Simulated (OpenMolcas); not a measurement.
**Cu⁷⁺: CASSCF and CASPT2 terms and fine-structure levels**

Aim: the low terms and levels of Cu⁷⁺, with their order and spacing, then second-order correlation under several settings.

The numbers are computed with OpenMolcas 26.06 (state-averaged CASSCF and CASPT2, spin-orbit coupling by RASSI with atomic mean-field integrals), except any that are marked as measured or tabulated.

1 further run of the same task is left out (set aside as unsound or not needed).

## Step 1: Starting point

```
Species                           : Cu⁷⁺ (copper, Z = 29, 22 electrons)
Basis                             : ANO-RCC-VTZP [6s5p3d2f1g], 59 functions
Scalar Hamiltonian                : DKH2, point nucleus
Inactive shells                   : 1s 2s 2p 3s 3p
Active space                      : 4 electrons in 5 orbitals (3d)
Some configurations of this space : 3d4
Orbitals                          : optimised for the highest spin of each parity, averaged over all roots
```

The outer shells:

3d4
```
3d [↑ ][↑ ][↑ ][↑ ][  ]
```

Each step is its own input file, run in one work folder so that later steps find the files of earlier ones. Labels, J, g values, rates, χT and fits are worked out afterwards by a script from the matrices that RASSI stores.

## Step 2: GATEWAY and SEWARD: basis and integrals

The input, a.inp:

```
&GATEWAY
Coord
1

Cu 0.0 0.0 0.0
Basis=ANO-RCC-VTZP
Group=XYZ
NoMove
AngMom=0.0 0.0 0.0
AMFI
&SEWARD
```

The run is started by

```
$ OMP_NUM_THREADS=1 MOLCAS_MEM=1689 MOLCAS_PROJECT=a pymolcas a.inp > a.log
```

## Step 3: Reference wave functions, quintets of even parity, 5 roots

The input, a.inp:

```
&RASSCF
FileOrb=start.orb
Symmetry=1
Spin=5
nActEl=4 0 0
Inactive=3 6
Ras2=5 0
CIRoot=5 5 1
SDav=5
CIMx=300
Iter=120 100
PrWF=0.3
OrbListing=Nothing
MaxOrb=0
Atom
>>> COPY $Project.JobIph JOB001
```

start.orb holds the contracted functions of the basis, ordered by shell, or the orbitals of the step before.

## Step 4: CASSCF: triplets of even parity, 45 roots

The input, a.inp:

```
&RASSCF
FileOrb=start.orb
Symmetry=1
Spin=3
nActEl=4 0 0
Inactive=3 6
Ras2=5 0
CIRoot=45 45 1
SDav=45
CIMx=300
Iter=120 100
PrWF=0.3
OrbListing=Nothing
MaxOrb=0
Atom
CIOnly
>>> COPY $Project.JobIph JOB002
```

## Step 5: Reference wave functions, singlets of even parity, 50 roots

The input, a.inp:

```
&RASSCF
FileOrb=start.orb
Symmetry=1
Spin=1
nActEl=4 0 0
Inactive=3 6
Ras2=5 0
CIRoot=50 50 1
SDav=50
CIMx=300
Iter=120 100
PrWF=0.3
OrbListing=Nothing
MaxOrb=0
Atom
CIOnly
>>> COPY $Project.JobIph JOB003
```

## Step 6: State interaction with spin-orbit coupling

The input, a.inp:

```
&RASSI
NrOfJobIphs=3 5 45 50
1 2 3 4 5
1 2 3 4 5 6 7 8 9 10 11 12 13 14 15 16 17 18 19 20 21 22 23 24 25 26 27
28 29 30 31 32 33 34 35 36 37 38 39 40 41 42 43 44 45
1 2 3 4 5 6 7 8 9 10 11 12 13 14 15 16 17 18 19 20 21 22 23 24 25 26 27
28 29 30 31 32 33 34 35 36 37 38 39 40 41 42 43 44 45 46 47 48 49 50
IphNames
JOB001
JOB002
JOB003
EJob
SpinOrbit
DIPRint=1.0
SOCoupling=1000.0
Subsets=2
MEES
Property=10
'ANGMOM' 1 'ANGMOM' 2 'ANGMOM' 3 'MLTPL  1' 1 'MLTPL  1' 2 'MLTPL  1' 3
'AMFI' 1 'AMFI' 2 'AMFI' 3 'MLTPL  2' 6
SOProperty=3
'ANGMOM' 1 'ANGMOM' 2 'ANGMOM' 3
```

## Step 7: CASPT2: IPEA 0.25, imaginary shift 0.1 (closed shells correlated: 3s 3p)

The input, a.inp:

```
>>> COPY JOB001 $Project.JobIph
&CASPT2
Multistate=5 1 2 3 4 5
Frozen=2 3
IPEA=0.25
Imaginary=0.1
MaxIter=60
WThr=0.0 0.3 0.05
PrWF=0.5
NoMix
>>> COPY JOB002 $Project.JobIph
&CASPT2
Multistate=45 1 2 3 4 5 6 7 8 9 10 11 12 13 14 15 16 17 18 19 20 21 22
23 24 25 26 27 28 29 30 31 32 33 34 35 36 37 38 39 40 41 42 43 44 45
Frozen=2 3
IPEA=0.25
Imaginary=0.1
MaxIter=60
WThr=0.0 0.3 0.05
PrWF=0.5
NoMix
>>> COPY JOB003 $Project.JobIph
&CASPT2
Multistate=50 1 2 3 4 5 6 7 8 9 10 11 12 13 14 15 16 17 18 19 20 21 22
23 24 25 26 27 28 29 30 31 32 33 34 35 36 37 38 39 40 41 42 43 44 45 46
47 48 49 50
Frozen=2 3
IPEA=0.25
Imaginary=0.1
MaxIter=60
WThr=0.0 0.3 0.05
PrWF=0.5
NoMix
```

## Step 8: CASPT2: IPEA 0, imaginary shift 0.1 (closed shells correlated: 3s 3p)

Changes to a.inp since step 7:

```diff
@@ -4,3 +4,3 @@
 Frozen=2 3
-IPEA=0.25
+IPEA=0.0
 Imaginary=0.1
@@ -15,3 +15,3 @@
 Frozen=2 3
-IPEA=0.25
+IPEA=0.0
 Imaginary=0.1
@@ -27,3 +27,3 @@
 Frozen=2 3
-IPEA=0.25
+IPEA=0.0
 Imaginary=0.1
```

(Steps that only read results are left out.)

**Question.** What will these runs give? Wanted: lowest level; first excited level; lowest level of another term; spin-orbit lowering of the lowest level; strongest of the lines computed, by gA.

**Answer**, as computed:

| quantity | value |
| --- | --- |
| method | SS-CASPT2, IPEA 0.25, imaginary shift 0.1 (closed shells correlated: 3s 3p) |
| lowest level | 3d4 5D0, 99 % of that term |
| ground level listed by NIST | 5D0 |
| first excited level | 3d4 5D1 at 397 cm-1 |
| lowest level of another term | 3d4 3P0(1) at 33420 cm-1 |
| spin-orbit lowering of the lowest level | 2247 cm-1 |
| strongest of the lines computed, by gA (one parity, so forbidden lines), at CASSCF energies | 3d4 1D2(2) → 3d4 1G4(1), 110.9 nm, A = 7.63e+01 s⁻¹ |

Cost and accuracy by method:

```
                                              method  time of its own steps  time with the reference  mean absolute difference from method B (cm-1)
                                           A. CASSCF                   22 s                     22 s                                           4600
B. SS-CASPT2, IPEA 0.25, imaginary shift 0.1, +3s 3p                   19 s                     41 s                                              0
   C. SS-CASPT2, IPEA 0, imaginary shift 0.1, +3s 3p                   19 s                     41 s                                            340
```

Times are of one thread on a shared host.

The multiplet 5D is regular; its intervals divided by the larger J differ by 26 % of their mean, where Landé's rule for pure LS coupling makes them equal. Second-order correlation (method B) scales the levels of the lowest configuration above 5000 cm⁻¹ by 0.85 to 0.98. Only the configurations of the active space and the roots asked for are present. The triplets, singlets rest on orbitals optimised for another spin in at least one step, which raises them against the optimised states. CASPT2 does not keep the components of a term degenerate, and the means are used. Only valence configurations of the active space appear, up to the ionisation limit; * or ° marks odd parity.
